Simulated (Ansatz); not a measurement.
# SbClF₂: vertical ionisation energy

An exercise on one series of results from a longer session: the logs are not shown, and one member is left open.

Method: unrestricted cation, the program's frozen cores in correlated methods; program: Ansatz 0.2.0, Gaussian basis.

The runs, in order: UKS PBE-D4/def2-TZVPP; UKS r2SCAN-D4/def2-TZVPP; UKS PBE0-D4/def2-TZVPP; UKS B3LYP-D4/def2-TZVPP; UKS wB97X-V/def2-TZVPP; UKS wB97M-V/def2-TZVPP; UKS B2PLYP/def2-TZVPP; UHF-CCSD(T)/def2-TZVPP; UHF-CCSD(T)/def2-QZVPP; extrapolation to the limit; then −ε(HOMO) from the neutral's earlier runs with LDA (SPW92), PBE-D4, revPBE-D4, BLYP-D4, r2SCAN-D4, B97M-V, PBE0-D4, B3LYP-D4, r2SCANh-D4, r2SCAN0-D4, HSE06-D4, BHLYP-D4, CAM-B3LYP-D4, LC-ωPBE, ωB97X-V, ωB97M-V.

### Structure used throughout

An earlier PBE0-D4 in a triple-zeta def2 set relaxation fixed the geometry. Sb takes the def2 core potential; no spin-orbit term is included.

SMILES `[F][Sb]([F])[Cl]`, 4 atoms, charge 0, spin multiplicity 1.

Atoms are counted from 1 here; the program's logs count them from 0.

Bond lengths: F1–Sb2 1.892 Å, Sb2–F3 1.892 Å, Sb2–Cl4 2.320 Å. Angles: F1–Sb2–F3 94.2°, F1–Sb2–Cl4 96.2°, F3–Sb2–Cl4 96.2°.

Coordinates:

```
F    -0.76741   -0.41351    1.41733
Sb    0.37340    0.61761    0.31489
F     1.44548   -0.85603   -0.19410
Cl   -0.99586    0.59163   -1.55831
```

The first run:

in.yaml reads:

```yaml
crystal:
  periodic: [false, false, false]
  atoms:
    - {symbol: F, position_ang: [-0.767414, -0.413508, 1.417327]}
    - {symbol: Sb, position_ang: [0.373402, 0.617613, 0.314889]}
    - {symbol: F, position_ang: [1.445476, -0.856031, -0.194104]}
    - {symbol: Cl, position_ang: [-0.995863, 0.591626, -1.558312]}
basis:
  gaussian: {orbitals: def2-TZVPP}
total_charge: 1
magnetization: {spin_polarized: true, initial_magnetization: 1}
hamiltonian: {xc: pbe, dispersion: d4}
```

On the command line:

```sh
$ ansatz run in.yaml --threads 2 --pin off --events-out ev --progress --plain --max-ram 32768MiB --backend cpu
```

Among the steps run: Cation, UKS PBE-D4/def2-TZVPP; Cation, UKS r2SCAN-D4/def2-TZVPP; Cation, UKS PBE0-D4/def2-TZVPP; Cation, UKS B3LYP-D4/def2-TZVPP; Cation, UKS wB97X-V/def2-TZVPP; Cation, UKS wB97M-V/def2-TZVPP; Cation, UKS B2PLYP (frozen core)/def2-TZVPP; Cation, UHF-CCSD(T)/def2-TZVPP; Cation, UHF-CCSD(T)/def2-QZVPP.

One of the session's tables, all rows but one given; the rest of the session is left out.

It belongs to the step «Ionisation energies side by side». For comparison, −ε(HOMO) of the neutral from earlier runs:

```
  functional  −ε(HOMO) (eV)
 LDA (SPW92)           8.12
      PBE-D4           7.89
   revPBE-D4           7.82
     BLYP-D4           7.76
   r2SCAN-D4           8.25
      B97M-V           8.20
     PBE0-D4           9.18
    B3LYP-D4           8.97
  r2SCANh-D4           8.72
  r2SCAN0-D4           9.42
    HSE06-D4           8.78
    BHLYP-D4          10.33
CAM-B3LYP-D4          10.49
     LC-ωPBE          11.73
     ωB97X-V              ?
     ωB97M-V          11.30
```

Q: Estimate the row for ωB97X-V from the others.

The run gave: −ε(HOMO) (eV): 11.41. In the column «−ε(HOMO) (eV)» it lies between ωB97M-V (11.30) and LC-ωPBE (11.73).
